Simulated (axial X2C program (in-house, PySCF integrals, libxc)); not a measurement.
**A two-component session on As₂⁺: properties at the nuclei**

Aim: properties at the nuclei of As₂⁺, with spin–orbit coupling in the Hamiltonian from the start.

Computed with an in-house X2C program for linear molecules on PySCF integrals. Level: two-component X2C with atomic mean-field terms, As dyall-cv3z.

All values are calculated.

## Step 1: Set-up

Input file task.json:

```json
{"zs": [33, 33], "q": 1, "bas": ["dyall-cv3z", "dyall-cv3z"], "r0": 2.42, "levels": ["PBE0", "HF", "PBE", "B3LYP", "BP86"], "nst": 3}
```

Keys: zs atomic numbers; q charge; bas basis sets; r0 starting distance in Å; levels methods (HF also brings MP2); nst determinants followed.

Command:

```bash
$ python soeom.py task.json out
```

Nuclei are Gaussian, cores are contracted, and the Gaunt term is on.

## Step 2: Expectation values, lowest determinant

R = 2.183 Å. State: Ω = 3/2 (excess of +ω over −ω: ω = 3/2).

Output of the PBE0 run:

```text
two-component X2C + atomic mean field  PBE0
basis functions 206  fitting functions 1178  grid points 5798
iter        total energy     max residual
   1      -4519.330133425     5.93e-06
   2      -4519.330133426     4.89e-06
converged
one-electron -6798.70462149  Coulomb 2184.90399453  exact exchange -41.23233185  xc functional -126.66996816  nuclear repulsion 263.98258483  atomic mean-field constant -1.60979129
```

The highest occupied spinor is 95% As p, 5% As d.

```csv
level,A∥/gI As (MHz),qzz As (a.u.)
PBE0,180,-4.35
HF,150,-4.78
PBE,185,-4.21
B3LYP,193,-4.34
BP86,191,-4.22
```

A∥ is the parallel hyperfine constant, which follows by multiplying with the nuclear g factor gI = μI/(I μN); qzz is the electric field gradient, eQq0 = 234.96 MHz × Q/barn × qzz. The operators were transformed with the bare-nucleus X2C matrices.

## Step 3: Expectation values, a higher determinant

R = 2.183 Å. State: Ω = 1/2 (excess of +ω over −ω: ω = 1/2), 0.18 eV above the lowest in the PBE0 search for states (made at or near this distance, with looser thresholds).

Output of the PBE0 run:

```text
two-component X2C + atomic mean field  PBE0
basis functions 206  fitting functions 1178  grid points 5798
iter        total energy     max residual
   1      -4519.323496801     7.51e-06
   2      -4519.323496802     5.06e-06
converged
one-electron -6798.61400875  Coulomb 2184.81805522  exact exchange -41.23199825  xc functional -126.66833858  nuclear repulsion 263.98258483  atomic mean-field constant -1.60979129
```

The highest occupied spinor is 95% As p, 5% As d.

```csv
level,A∥/gI As (MHz),qzz As (a.u.)
PBE0,1090,-4.44
HF,1050,-4.84
PBE,1120,-4.30
B3LYP,1080,-4.44
BP86,1120,-4.31
```

## Step 4: Expectation values, a higher determinant

R = 2.183 Å. State: Ω = 1/2 (excess of +ω over −ω: 2 × ω = -1/2, ω = 3/2), 1.68 eV above the lowest in the PBE0 search for states (made at or near this distance, with looser thresholds).

Output of the PBE0 run:

```text
two-component X2C + atomic mean field  PBE0
basis functions 206  fitting functions 1178  grid points 5798
iter        total energy     max residual
   1      -4519.268263267     3.79e-05
   2      -4519.268263289     2.94e-05
   3      -4519.268263297     7.99e-06
   4      -4519.268263298     3.73e-06
converged
one-electron -6798.77098315  Coulomb 2185.10678175  exact exchange -41.26088987  xc functional -126.71596557  nuclear repulsion 263.98258483  atomic mean-field constant -1.60979129
```

The highest occupied spinor is 92% As p, 6% As d.

```csv
level,A∥/gI As (MHz),qzz As (a.u.)
PBE0,-1780,-3.79
HF,-1580,-3.94
PBE,-1820,-3.78
B3LYP,-1710,-3.79
BP86,-1800,-3.79
```

## Step 5: Summary of results

| quantity | value |
| --- | --- |
| lowest determinant | Ω = 3/2 (excess of +ω over −ω: ω = 3/2) |
| A∥/gI As (MHz), PBE0 | 180 |
| qzz As (a.u.), PBE0 | -4.35 |
| higher determinant | Ω = 1/2 (excess of +ω over −ω: ω = 1/2) |
| A∥/gI As (MHz), PBE0, higher determinant | 1090 |
| qzz As (a.u.), PBE0, higher determinant | -4.44 |
| higher determinant | Ω = 1/2 (excess of +ω over −ω: 2 × ω = -1/2, ω = 3/2) |
| A∥/gI As (MHz), PBE0, higher determinant | -1780 |
| qzz As (a.u.), PBE0, higher determinant | -3.79 |

In words: The expectation values come from single determinants, which for open shells can mix terms of unlike spin or miss the lowest Ω, so a determinant need not be a state. A∥ is the parallel hyperfine constant, which follows by multiplying with the nuclear g factor gI = μI/(I μN); qzz is the electric field gradient, eQq0 = 234.96 MHz × Q/barn × qzz. The operators were transformed with the bare-nucleus X2C matrices.
